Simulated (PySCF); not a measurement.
# BH8OPSi2: the cost of one run

Computed with PySCF 2.14.0 and routines of our own; the level stands in each step. Atoms count from 0.

## 1. The system as given

13 atoms, charge 0, multiplicity 1; geometry from: GFN2-xTB.

## 2. Magnetic properties: GIAO PBE0/pcSseg-1

What the job is given:

```
{"job": {"kind": "mag", "xc": "PBE0", "basis": "pcSseg-1", "isotopologues": 2}, "charge": 0, "multiplicity": 1}
B      3.094365     0.340473    -0.027259
P      1.362573     0.771394     0.347338
Si     0.145473    -0.854783    -0.560931
O     -1.394835    -0.377412    -0.596607
Si    -2.807120     0.164679    -0.000832
H      3.841016     1.136301    -0.444749
H      3.474312    -0.723233     0.281601
H      1.093436     1.840283    -0.485181
H      0.426841    -1.159382    -1.965565
H      0.265862    -2.024713     0.309098
H     -3.522896     0.621945    -1.188431
H     -2.534819     1.242993     0.945585
H     -3.448596    -0.978058     0.645709
```

With the program's defaults for keys left out, this is: GIAO PBE0/pcSseg-1 magnetisability, rotational g tensor and spin-rotation constants, non-relativistic, gas phase.

Command:

```sh
OMP_NUM_THREADS=1 python excited_run.py task.json out
```

This one command runs all jobs of the session in turn.

**Question.** How long does this first job take on 1 thread of AMD EPYC 9R45, shared host, and how much memory does it need?

About 9 s, with a peak of 0.77 GiB.
